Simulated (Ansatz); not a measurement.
# SnO2: the cost of one run

Program: Ansatz 0.2.0. Level of theory: DFT LDA, scalar-relativistic, plane waves, PAW. These are calculated values, not measurements.

2 further runs of the same task are left out: 2 set aside as unsound or not needed.

## Step 1: The starting structure

Symmetry: P6_3/mmc, No. 194, hexagonal system. Conventional cell: a = 3.170 Å, b = 3.170 Å, c = 10.414 Å, α = 90.00°, β = 90.00°, γ = 120.00°. Sn (site symmetry -3m) has 6 O at 2.08 Å in its first shell of neighbours. Around O (site symmetry 3m) lie 3 Sn at 2.08 Å.

Coordinates:

```cif
data_structure
_symmetry_space_group_name_H-M 'P6_3/mmc'
_symmetry_Int_Tables_number 194
_cell_length_a 3.1700
_cell_length_b 3.1700
_cell_length_c 10.4142
_cell_angle_alpha 90.000
_cell_angle_beta 90.000
_cell_angle_gamma 120.000
_cell_volume 90.63
loop_
_atom_site_label
_atom_site_type_symbol
_atom_site_symmetry_multiplicity
_atom_site_Wyckoff_symbol
_atom_site_fract_x
_atom_site_fract_y
_atom_site_fract_z
_atom_site_occupancy
Sn1 Sn 2 a 0.00000 0.00000 0.50000 1
O1 O 4 f 0.66667 0.33333 0.40481 1
```

It goes back to an entry of the Materials Project, which need not be the stable form.

It is the result of an earlier relaxation at this level (volume 15.10 Å³/atom; gap on the mesh: 2.26 eV).

## Step 2: The reference: the undisturbed cell on the scan's mesh

Contents of input.yaml:

```yaml
crystal:
  lattice:
    - [3.1699696564, 0.0, 0.0]
    - [-1.5849848282, 2.7452742516, 0.0]
    - [0.0, 0.0, 10.4142335603]
  atoms:
    - { symbol: Sn, position: [0.0, 0.0, 0.5] }
    - { symbol: Sn, position: [0.0, 0.0, 0.0] }
    - { symbol: O, position: [0.6666666667, 0.3333333333, 0.4048060823] }
    - { symbol: O, position: [0.6666666667, 0.3333333333, 0.0951939177] }
    - { symbol: O, position: [0.3333333333, 0.6666666667, 0.5951939177] }
    - { symbol: O, position: [0.3333333333, 0.6666666667, 0.9048060823] }
basis:
  ecutwfc: 420
kpoints:
  mp_grid: { grid: [12, 12, 4] }
hamiltonian:
  xc: lda
scf:
  occupations: { method: gaussian, width: 0.05 }
output:
  forces: true
  stress: true
  eigenvalues: true
  write_density: true
  write_potential: true
  elf: true
  volumetric_format: npy
```

Started as:

```console
$ ansatz run input.yaml --threads 2 --pin off --max-ram 5120MiB --backend cpu --events-out ev --progress --plain --runs-dir out
```

What time and memory should one allow on 2 threads of Arm Neoverse V2, shared host?

About 4.5 s, with a peak of 0.41 GiB.
